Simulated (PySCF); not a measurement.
# H6MnO6 (Mn(OH)6): the cost of one run

Computed with PySCF 2.14.0 and routines of our own; the level stands in each step. Atoms count from 0.

## 1. The starting structure

13 atoms, charge 0, states of the metal's open shell are computed; geometry from: model geometry, bond lengths from ionic radii.

## 2. Ligand-field states: state-averaged CASSCF

The job: settings as JSON, then the geometry in Å.

```
{"job": {"kind": "lf", "basis": {"metal": "x2c-TZVPall", "ligand": "x2c-SVPall"}, "nevpt": true}, "charge": 0, "metal": "Mn", "open_shell": "d1"}
Mn     0.000000     0.000000     0.000000
O      0.000000     0.000000     1.705000
H      0.800000     0.000000     2.245000
O      0.000000     0.000000    -1.705000
H     -0.800000     0.000000    -2.245000
O      1.705000     0.000000     0.000000
H      2.245000     0.800000     0.000000
O     -1.705000     0.000000     0.000000
H     -2.245000    -0.800000     0.000000
O      0.000000     1.705000     0.000000
H      0.000000     2.245000     0.800000
O     -0.000000    -1.705000     0.000000
H     -0.000000    -2.245000    -0.800000
```

Level: state-averaged CASSCF of the metal d shell, SC-NEVPT2 on the averaged canonical orbitals, state-interaction spin-orbit coupling.

Run with:

```
$ OMP_NUM_THREADS=1 python lf_run.py task.json out
```

This one command runs all jobs of the session in turn.

**Question.** How long does this first job take on 1 thread of Intel Xeon Platinum 8488C, shared host, and how much memory does it need?

About 15 s, with a peak of 0.36 GiB.
